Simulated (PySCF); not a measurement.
# BH3O3: the cost of one run

Computed with PySCF 2.14.0; each step states its level. No surroundings beyond the atoms listed, unless a continuum is named. Atoms count from 0, parts from 1.

## (1) Starting point

Each species was relaxed by itself at PBE0-D3(BJ)/def2-SVPD.

## (2) Reaction energy: wB97M-D3(BJ)/def2-TZVPD

Job settings and geometry (Å):

```
{"job": {"kind": "react", "xc": "wB97M-D3(BJ)", "basis": "def2-TZVPD"}, "charge": 0, "multiplicity": 1}
-1 BFH2O2 charge 0 multiplicity 1
O      1.023300     0.877060     0.024990
B     -0.002720     0.003080    -0.049570
O     -0.404950    -0.658250     1.056340
F     -0.625400    -0.209000    -1.229920
H      1.231960     1.294390    -0.813930
H     -1.141090    -1.254420     0.901190

-1 H2O charge 0 multiplicity 1
O      0.002070     0.389290     0.009200
H     -0.763920    -0.190590    -0.004380
H      0.761860    -0.198660    -0.004840

+1 BH3O3 charge 0 multiplicity 1
O     -0.641560    -0.729110    -0.952370
B      0.006220    -0.001390     0.004590
O     -0.046610    -0.391620     1.312190
O      0.706900     1.117010    -0.346090
H     -1.099700    -1.492390    -0.592830
H      0.442590     0.193590     1.895240
H      0.674640     1.296090    -1.288760

+1 FH charge 0 multiplicity 1
F      0.458460     0.035260    -0.015940
H     -0.458460    -0.035260     0.015940
```

Level: wB97M-D3(BJ)/def2-TZVPD reaction energy of separated species, gas phase.

Launch:

```console
$ OMP_NUM_THREADS=1 python cluster_run.py task.json out
```

This one command runs all jobs of the session in turn.

**Question.** How long does this first job take on 1 thread of Arm Neoverse V1, shared host, and how much memory does it need?

About 16 s, with a peak of 0.59 GiB.
